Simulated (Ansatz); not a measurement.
# Hf7Cl: the cost of one run

Program: Ansatz 0.2.0. Level of theory: DFT PBE, scalar-relativistic, plane waves, PAW, unless a step names another level. These are calculated values, not measurements.

8 further runs of the same task are left out: 1 that didn't finish, 7 set aside as unsound or not needed. Runs told in other sessions of the task aren't counted.

## 1. What the formula suggests

Pauling electronegativities: Hf 1.30, Cl 3.16 (spread 1.86). No set of common oxidation states balances it. Tabulated atomic sizes suggest about 20 Å³/atom. 31 candidates were drawn, by swapping species into database cells of other compounds, at random by space group and Wyckoff sites, or by hand, as the table says:

| name | made from | space group no. | Wyckoff sites | atoms (primitive cell) | V (Å³/atom) |
| --- | --- | --- | --- | --- | --- |
| c01 | random | 47 | Hf 2t, 1a, 2r, 1d, 1f; Cl 1c | 8 | 21.1 |
| c02 | random | 221 | Hf 6e, 1b; Cl 1a | 8 | 21.9 |
| c03 | random | 139 | Hf 4d, 2a, 8j; Cl 2b | 8 | 24.5 |
| c04 | database cell of Mg7Cu | 187 | Hf 3j, 3k, 1b; Cl 1e | 8 | 26.3 |
| c05 | database cell of Fe7Co | 229 | Hf 6b, 8c; Cl 2a | 8 | 21.3 |
| c06 | random | 119 | Hf 8h, 4e, 2a; Cl 2d | 8 | 22.0 |
| c07 | database cell of LiMg7 | 187 | Hf 3k, 3j, 1c; Cl 1f | 8 | 27.7 |
| c08 | built by hand: Layered hcp Hf slab with trigonal-prismatic Cl sheet | 187 | Hf 2h, 2h, 1b, 2g; Cl 1a | 8 | 20.6 |
| c09 | random | 99 | Hf 4f, 1a, 2c; Cl 1b | 8 | 23.6 |
| c10 | random | 65 | Hf 8n, 4e, 2b; Cl 2c | 8 | 21.4 |
| c11 | database cell of Mg7Sc | 225 | Hf 4b, 24d; Cl 4a | 8 | 27.7 |
| c12 | random | 191 | Hf 4h, 3f; Cl 1b | 8 | 23.6 |
| c13 | built by hand: Ordered hcp 2x2x1 substitution | 187 | Hf 3j, 3k, 1f; Cl 1a | 8 | 19.9 |
| c14 | database cell of Mg7Zn | 187 | Hf 3k, 3j, 1e; Cl 1b | 8 | 26.2 |
| c15 | random | 225 | Hf 24e, 4a; Cl 4b | 8 | 20.1 |
| c16 | random | 216 | Hf 24f, 4d; Cl 4c | 8 | 22.8 |
| c17 | database cell of Si7Ge | 215 | Hf 4e, 3c; Cl 1a | 8 | 27.0 |
| c18 | built by hand: Ca7Ge | 225 | Hf 24d, 4b; Cl 4a | 8 | 19.8 |
| c19 | database cell of LiPt7 | 225 | Hf 4a, 24d; Cl 4b | 8 | 19.9 |
| c20 | database cell of Mg7Ga | 187 | Hf 3j, 3k, 1f; Cl 1a | 8 | 25.8 |
| c21 | random | 123 | Hf 2e, 4j, 1d; Cl 1b | 8 | 21.3 |
| c22 | random | 216 | Hf 16e, 4c, 4d, 4b; Cl 4a | 8 | 23.0 |
| c23 | random | 221 | Hf 6f, 1a; Cl 1b | 8 | 23.9 |
| c24 | built by hand: Ordered bcc 2x2x2 substitution | 229 | Hf 6b, 8c; Cl 2a | 8 | 19.8 |
| c25 | random | 191 | Hf 6m, 1b; Cl 1a | 8 | 21.6 |
| c26 | random | 139 | Hf 8h, 4e, 2b; Cl 2a | 8 | 21.9 |
| c27 | random | 123 | Hf 4n, 1b, 2e; Cl 1c | 8 | 22.2 |
| c28 | built by hand: Layered Hf slab with octahedral Cl sheet (ZrCl-related) | 164 | Hf 2d, 2c, 2d, 1b; Cl 1a | 8 | 20.6 |
| c29 | random | 166 | Hf 9e, 9d, 3a; Cl 3b | 8 | 20.9 |
| c30 | random | 191 | Hf 3g, 2e, 2c; Cl 1b | 8 | 21.9 |
| c31 | random | 191 | Hf 6j, 1b; Cl 1a | 8 | 24.2 |

## 2. Screening run of c07

input.yaml reads:

```yaml
crystal:
  lattice:
    - [6.8103254, 0.0, 0.0]
    - [-3.4051627, 5.8979148, 0.0]
    - [0.0, 0.0, 5.51715328]
  atoms:
    - { symbol: Hf, position: [0.16659379, 0.33318757, 0.5] }
    - { symbol: Hf, position: [0.66681243, 0.83340621, 0.5] }
    - { symbol: Hf, position: [0.16659379, 0.83340621, 0.5] }
    - { symbol: Hf, position: [0.83211146, 0.16788854, 0.0] }
    - { symbol: Hf, position: [0.33577708, 0.16788854, 0.0] }
    - { symbol: Hf, position: [0.83211146, 0.66422292, 0.0] }
    - { symbol: Hf, position: [0.33333333, 0.66666667, 0.0] }
    - { symbol: Cl, position: [0.66666667, 0.33333333, 0.5] }
basis:
  ecutwfc: 420
kpoints:
  mp_grid: { grid: [3, 3, 3] }
hamiltonian:
  xc: pbe
scf:
  occupations: { method: gaussian, width: 0.2 }
  lower_state_search: "off"
output:
  forces: true
  stress: true
  eigenvalues: true
relax:
  adjacent_minimum: "off"
  f_tol: 0.08
  max_steps: 16
  cell: { stress_tol: 0.8 }
```

Command:

```console
$ ansatz run input.yaml --threads 1 --pin off --max-ram 2560MiB --backend cpu --events-out ev --progress --plain --runs-dir out
```

**Question.** How long does this run take on 1 thread of AMD EPYC 9R45 (Zen 5), shared host, and how much memory does it need?

About 25 s, with a peak of 0.59 GiB.
